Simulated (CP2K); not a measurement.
# GFN2-xTB run of C2H5Cl2FSi (SMILES CC[Si](F)(Cl)Cl)

Aim: the vertical ionisation energy of C2H5Cl2FSi at GFN2-xTB, from 2 runs. 

The calculation is run with CP2K 2026.2.

2 further runs of the same task are left out: 2 set aside as unsound or not needed.

**1. The system as given**

The species is C2H5Cl2FSi (11 atoms), meant as a singlet with charge 0. As SMILES, `CC[Si](F)(Cl)Cl`. The shape comes from a force field and isn't a relaxed structure. This is one conformer, not always the lowest.

Bond lengths: C1–C2 1.541 Å, C2–Si3 1.879 Å, Si3–F4 1.495 Å, Si3–Cl5 2.056 Å, Si3–Cl6 2.067 Å, C1–H7 1.044 Å, C1–H8 1.088 Å, C1–H9 1.155 Å, C2–H10 1.075 Å, C2–H11 1.094 Å. Some angles: C1–C2–Si3 118.2°, C2–Si3–F4 109.6°, C2–Si3–Cl5 109.3°, C2–Si3–Cl6 109.7°, F4–Si3–Cl5 111.0°, F4–Si3–Cl6 111.5°, Cl5–Si3–Cl6 105.6°, C1–C2–H10 106.7°, C1–C2–H11 105.7°, Si3–C2–H10 108.8°.

**2. Energy and gradient at GFN2-xTB**

Contents of molecule.xyz:

```xyz
11

C      0.123200    -1.142700     0.997700
C      0.502700    -0.367500    -0.279100
Si    -0.520500     1.139300    -0.742000
F     -1.954900     0.745500    -0.889300
Cl     0.206800     1.944700    -2.488800
Cl    -0.283400     2.611000     0.689500
H      0.740200    -1.969700     1.154700
H     -0.922400    -1.430400     0.905000
H      0.156200    -0.438100     1.911700
H      0.468600    -1.071800    -1.090400
H      1.548900    -0.077500    -0.148300
```

Contents of gas.inp:

```
&GLOBAL
   PROJECT gas
   RUN_TYPE ENERGY_FORCE
   PRINT_LEVEL MEDIUM
&END GLOBAL

&FORCE_EVAL
   METHOD QUICKSTEP
   &DFT
      &QS
         METHOD XTB
         EPS_DEFAULT 1.0E-10
         &XTB
            GFN_TYPE TBLITE
            &TBLITE
               METHOD GFN2
            &END TBLITE
            CHECK_ATOMIC_CHARGES F
         &END XTB
      &END QS
      &POISSON
         PERIODIC NONE
         POISSON_SOLVER ANALYTIC
      &END POISSON
      &SCF
         SCF_GUESS ATOMIC
         EPS_SCF 1.0E-07
         MAX_SCF 150
         ADDED_MOS 4
         &DIAGONALIZATION
            ALGORITHM STANDARD
         &END DIAGONALIZATION
         &MIXING
            METHOD DIRECT_P_MIXING
            ALPHA 0.4
         &END MIXING
         &SMEAR ON
            METHOD FERMI_DIRAC
            ELECTRONIC_TEMPERATURE [K] 300
         &END SMEAR
      &END SCF
      &PRINT
         &MOMENTS
            PERIODIC F
            REFERENCE COM
            MAX_MOMENT 1
         &END MOMENTS
         &MO ON
            ENERGIES T
            OCCUPATION_NUMBERS T
            NDIGITS 6
            &EACH
               QS_SCF 0
            &END EACH
            ADD_LAST NUMERIC
         &END MO
         &HIRSHFELD OFF
         &END HIRSHFELD
      &END PRINT
   &END DFT
   &SUBSYS
      &CELL
         ABC 11.5 12.6 12.4
         PERIODIC NONE
      &END CELL
      &TOPOLOGY
         COORD_FILE_NAME molecule.xyz
         COORD_FILE_FORMAT XYZ
         &CENTER_COORDINATES
         &END CENTER_COORDINATES
      &END TOPOLOGY
   &END SUBSYS
   &PRINT
      &FORCES ON
      &END FORCES
   &END PRINT
&END FORCE_EVAL
```

Command:

```bash
$ OMP_NUM_THREADS=1 cp2k.psmp -i gas.inp -o gas.out
```

What it wrote, shortened:

```text
CP2K| version string:                                       CP2K version 2026.2
[...]
 GLOBAL| Method name                                                        CP2K
[...]
 GLOBAL| Run type                                                   ENERGY_FORCE
[...]
                             - Atoms:                                         11
[...]
                             - Spherical basis functions:                     44
[...]
 Number of electrons:                                                         38
[...]
  *** SCF run converged in    25 steps ***
[...]
  Fermi energy:                                                -0.21680201506150
[...]
 TB_DIPOLE| Moment [Debye]          0.32812641      -2.24444870       0.54650171
 TB_DIPOLE| Derivative [a.u.]       0.00000000       0.00000000       0.00000000
[...]
 ENERGY| Total FORCE_EVAL ( QS ) energy [hartree]            -22.514447321189547
 FORCES| Atomic forces [hartree/bohr]
 FORCES|   Atom     x               y               z               |f|
 FORCES|      1 -2.93932827E-02  5.30981867E-02  1.56583806E-02   6.26782847E-02
 FORCES|      2  1.22262822E-02 -5.25619777E-03  1.50267761E-02   2.00727077E-02
 FORCES|      3  1.04777291E-01  4.53495124E-02  1.26736865E-02   1.14871586E-01
 FORCES|      4 -9.66367307E-02 -2.29432962E-02 -1.05479501E-02   9.98814889E-02
 FORCES|      5 -7.28703354E-03 -5.80652017E-03  8.42095249E-03   1.25590197E-02
 FORCES|      6 -5.58136386E-03 -1.04284075E-02 -8.87513775E-03   1.47875412E-02
 FORCES|      7  1.57348443E-02 -2.06208630E-02  4.13333928E-03   2.62657536E-02
 FORCES|      8  1.16004276E-03 -6.11916050E-03  2.61985058E-03   6.75673305E-03
 FORCES|      9  3.13914801E-03 -2.11723274E-02 -2.52502284E-02   3.31012950E-02
 FORCES|     10  1.53891781E-03 -6.89934539E-03 -9.48179825E-03   1.18268226E-02
 FORCES|     11  3.21884875E-04  7.98418872E-04 -4.37787106E-03   4.46170792E-03
 FORCES| Sum     1.84531210E-16  2.33211887E-16 -1.30971622E-16
 FORCES| Total atomic force                                       3.24950947E-16
[...]
```

Wall time 0.34 s (1 thread of Arm Neoverse V1, shared host).

**3. The doublet cation, same level**

molecule.xyz is that of step 2.

Contents of molecule.inp:

```
&force_eval
   method QUICKSTEP
   &dft
      charge 1
      multiplicity 2
      lsd T
      &qs
         method XTB
         eps_default 1.0E-10
         &xtb
            gfn_type TBLITE
            &tblite
               method GFN2
            &end
            check_atomic_charges F
         &end
      &end
      &poisson
         periodic NONE
         poisson_solver ANALYTIC
      &end
      &scf
         scf_guess ATOMIC
         eps_scf 1.0E-07
         max_scf 150
         added_mos 8
         &diagonalization
            algorithm STANDARD
         &end
         &mixing
            method DIRECT_P_MIXING
            alpha 0.4
         &end
         &smear ON
            method FERMI_DIRAC
            electronic_temperature [K] 300
         &end
      &end
      &print
         &moments
            periodic F
            reference COM
            max_moment 1
         &end
         &mo ON
            energies T
            occupation_numbers T
            ndigits 6
            &each
               qs_scf 0
            &end
            add_last NUMERIC
         &end
         &hirshfeld OFF
         &end
      &end
   &end
   &subsys
      &cell
         abc [angstrom] 11.5 12.6 12.4
         periodic NONE
      &end
      &topology
         coord_file_name molecule.xyz
         coord_file_format XYZ
         &center_coordinates
         &end
      &end
   &end
   &print
      &forces ON
      &end
   &end
&end
&global
   project molecule
   run_type ENERGY_FORCE
   print_level MEDIUM
&end
```

Command:

```bash
$ OMP_NUM_THREADS=1 cp2k.psmp -i molecule.inp > molecule.out 2>&1
```

What it wrote, shortened:

```text
CP2K| version string:                                       CP2K version 2026.2
[...]
 GLOBAL| Method name                                                        CP2K
[...]
 GLOBAL| Run type                                                   ENERGY_FORCE
[...]
                             - Atoms:                                         11
[...]
                             - Spherical basis functions:                     44
[...]
 Number of electrons:                                                         19
[...]
  *** SCF run converged in    38 steps ***
[...]
  Fermi energy:                                                -0.61873872934415
[...]
 TB_DIPOLE| Moment [Debye]          2.03468815      -4.75519977       2.01063479
 TB_DIPOLE| Derivative [a.u.]       0.00000000       0.00000000       0.00000000
[...]
 ENERGY| Total FORCE_EVAL ( QS ) energy [hartree]            -21.991322184588391
 FORCES| Atomic forces [hartree/bohr]
 FORCES|   Atom     x               y               z               |f|
 FORCES|      1 -3.66922374E-02  7.02003685E-02  3.42644190E-03   7.92852605E-02
 FORCES|      2  2.93799861E-02 -3.33708694E-02  3.41934585E-02   5.60891354E-02
 FORCES|      3  7.89725714E-02  6.85399880E-02 -8.12182736E-04   1.04570821E-01
 FORCES|      4 -8.50327325E-02 -2.58718510E-02 -7.42287029E-03   8.91909036E-02
 FORCES|      5 -5.02977115E-03 -9.58849403E-03  9.27713198E-03   1.42584359E-02
 FORCES|      6 -3.12354793E-03 -1.44125394E-02 -6.72932630E-03   1.62099252E-02
 FORCES|      7  1.87876577E-02 -2.32280872E-02  4.73989135E-03   3.02487469E-02
 FORCES|      8  7.61262019E-04 -1.01960453E-02  1.84946129E-03   1.03903497E-02
 FORCES|      9  6.88011025E-03 -2.30276796E-02 -2.21166200E-02   3.26612129E-02
 FORCES|     10 -5.05469112E-03 -4.72258613E-03 -1.32328087E-02   1.49318434E-02
 FORCES|     11  1.51392545E-04  5.67779550E-03 -3.17257697E-03   6.50580710E-03
 FORCES| Sum    -2.35651342E-16 -1.90819582E-17  5.20417043E-18
 FORCES| Total atomic force                                       2.36479935E-16
[...]
```

It took 0.44 s on 1 thread of Arm Neoverse V1, shared host.

**4. Outcome**

At GFN2-xTB:

```
                                                     quantity         value
                             singlet C2H5Cl2FSi: total energy  -22.51445 Eh
singlet C2H5Cl2FSi: dipole moment (from atomic charges alone)        2.33 D
                              singlet C2H5Cl2FSi: HOMO energy     -11.71 eV
                              singlet C2H5Cl2FSi: LUMO energy      -5.02 eV
                            singlet C2H5Cl2FSi: HOMO–LUMO gap       6.69 eV
                 singlet C2H5Cl2FSi: largest force on an atom    5.907 eV/Å
                                 doublet cation: total energy  -21.99132 Eh
           doublet cation: HOMO energy (highest over α and β)     -16.90 eV
            doublet cation: LUMO energy (lowest over α and β)     -16.77 eV
                     doublet cation: largest force on an atom    5.377 eV/Å
           vertical ionisation energy (to the doublet cation)     14.235 eV
```

The vertical ionisation energy comes to 14.23 eV (328 kcal/mol). The largest force (singlet C2H5Cl2FSi) is 5.91 eV/Å: the shape isn't a stationary point for this species at this level. No empirical shift is applied, and without it xTB methods put this difference several eV too high. The dipole (singlet C2H5Cl2FSi) comes from point charges on the atoms alone, without atomic dipoles, so it is partial.
